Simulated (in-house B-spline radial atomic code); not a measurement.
# Tb²⁸⁺: excited configurations in jj coupling

Aim: the energies of several excited configurations of Tb²⁸⁺ above a reference configuration, each from its own self-consistent run.

Program: in-house B-spline radial atomic code version 1. Level of theory: Dirac-Hartree-Fock, average of configuration, Fermi nucleus, basis-set limit. These are calculated values, not measurements, unless marked.

## (1) The atom as given

- element: terbium (Z = 65)
- charge: +28
- electrons: 37
- configuration: 1s2 2s2 2p6 3s2 3p6 3d10 4s2 4p6 4d-1
- Hamiltonian: Dirac-Coulomb
- nucleus: Fermi, rms radius 5.060 fm

In configurations, a minus sign after the shell means j = l − 1/2 and a plus sign j = l + 1/2; the count of electrons follows.

Input settings:

```ini
Z = 65
electrons = 37.0
configuration = 1s2 2s2 2p6 3s2 3p6 3d10 4s2 4p6 4d-1
hamiltonian = dirac
method = hf
spin_polarised = False
nucleus = fermi
rms_radius = 5.06
mass_number = 159
atomic_mass = 158.925353707
speed_of_light = 137.035999084
```

From the earlier run of the reference: total energy -11330.277535 hartree. Levels, eight at most:

| orbital | occupation | energy (eV) | <r> (bohr) |
| --- | --- | --- | --- |
| 3p1/2 | 2 | -2754.60 | 0.2258 |
| 3p3/2 | 4 | -2593.29 | 0.2381 |
| 3d3/2 | 4 | -2260.80 | 0.2109 |
| 3d5/2 | 6 | -2224.58 | 0.2148 |
| 4s1/2 | 2 | -1256.91 | 0.4958 |
| 4p1/2 | 2 | -1171.09 | 0.4975 |
| 4p3/2 | 4 | -1122.13 | 0.5170 |
| 4d3/2 | 1 | -997.93 | 0.5133 |

## (2) 1s2 2s2 2p6 3s2 3p6 3d10 4s2 4p6 4f-1

Input settings:

```ini
Z = 65
electrons = 37.0
configuration = 1s2 2s2 2p6 3s2 3p6 3d10 4s2 4p6 4f-1
hamiltonian = dirac
method = hf
spin_polarised = False
nucleus = fermi
rms_radius = 5.06
mass_number = 159
atomic_mass = 158.925353707
speed_of_light = 137.035999084
```

## (3) Run with 1s2 2s2 2p6 3s2 3p6 3d10 4s2 4p-1 4p+4 4d+1 6s1

The settings differ from step 2 so:

```diff
@@ -2,3 +2,3 @@
 electrons = 37.0
-configuration = 1s2 2s2 2p6 3s2 3p6 3d10 4s2 4p6 4f-1
+configuration = 1s2 2s2 2p6 3s2 3p6 3d10 4s2 4p-1 4p+4 4d+1 6s1
 hamiltonian = dirac
```

## (4) Configuration 1s2 2s2 2p6 3s2 3p6 3d10 4s2 4p-2 4p+3 4d-1 6f-1

The settings differ from step 3 so:

```diff
@@ -2,3 +2,3 @@
 electrons = 37.0
-configuration = 1s2 2s2 2p6 3s2 3p6 3d10 4s2 4p-1 4p+4 4d+1 6s1
+configuration = 1s2 2s2 2p6 3s2 3p6 3d10 4s2 4p-2 4p+3 4d-1 6f-1
 hamiltonian = dirac
```

## (5) Run with 1s2 2s2 2p6 3s2 3p6 3d10 4s2 4p6 8d-1

The settings differ from step 4 so:

```diff
@@ -2,3 +2,3 @@
 electrons = 37.0
-configuration = 1s2 2s2 2p6 3s2 3p6 3d10 4s2 4p-2 4p+3 4d-1 6f-1
+configuration = 1s2 2s2 2p6 3s2 3p6 3d10 4s2 4p6 8d-1
 hamiltonian = dirac
```

## (6) Run with 1s2 2s2 2p6 3s2 3p6 3d-4 3d+5 4s2 4p6 4d+1 7s1

The settings differ from step 5 so:

```diff
@@ -2,3 +2,3 @@
 electrons = 37.0
-configuration = 1s2 2s2 2p6 3s2 3p6 3d10 4s2 4p6 8d-1
+configuration = 1s2 2s2 2p6 3s2 3p6 3d-4 3d+5 4s2 4p6 4d+1 7s1
 hamiltonian = dirac
```

## (7) 1s2 2s2 2p6 3s2 3p6 3d10 4s2 4p6 4d+1

The settings differ from step 6 so:

```diff
@@ -2,3 +2,3 @@
 electrons = 37.0
-configuration = 1s2 2s2 2p6 3s2 3p6 3d-4 3d+5 4s2 4p6 4d+1 7s1
+configuration = 1s2 2s2 2p6 3s2 3p6 3d10 4s2 4p6 4d+1
 hamiltonian = dirac
```

Before running: How far above the reference does each configuration lie (order and size, in eV)?

As calculated:

| net move | configuration | energy above the reference (eV) | with Breit, QED, recoil (eV) | largest <r> (bohr) |
| --- | --- | --- | --- | --- |
| 4d3/2 → 4d5/2 | 1s2 2s2 2p6 3s2 3p6 3d10 4s2 4p6 4d+1 | 9.333 | 9.131 | 0.519 |
| 4d3/2 → 4f5/2 | 1s2 2s2 2p6 3s2 3p6 3d10 4s2 4p6 4f-1 | 162.23 | 161.80 | 0.517 |
| 4d3/2, 4p1/2 → 4d5/2, 6s | 1s2 2s2 2p6 3s2 3p6 3d10 4s2 4p-1 4p+4 4d+1 6s1 | 734.89 | 733.67 | 1.35 |
| 4p3/2 → 6f5/2 | 1s2 2s2 2p6 3s2 3p6 3d10 4s2 4p-2 4p+3 4d-1 6f-1 | 773.63 | 772.81 | 1.49 |
| 4d3/2 → 8d3/2 | 1s2 2s2 2p6 3s2 3p6 3d10 4s2 4p6 8d-1 | 792.76 | 792.36 | 2.80 |
| 3d5/2, 4d3/2 → 4d5/2, 7s | 1s2 2s2 2p6 3s2 3p6 3d-4 3d+5 4s2 4p6 4d+1 7s1 | 1919.48 | 1918.24 | 1.93 |

**Reading.** The lowest of them is 4d3/2 → 4d5/2 at 9.333 eV and the highest 3d5/2, 4d3/2 → 4d5/2, 7s at 1919.48 eV. 1 of them lies more than 2 % above the ionisation threshold that Koopmans' theorem gives (997.93 eV), where such states can decay by emitting an electron. Two partly filled shells share a symmetry and can mix in the average, which may lower the energy, for: 3d5/2, 4d3/2 → 4d5/2, 7s. These are averages over configurations, without correlation, not spectroscopic levels.
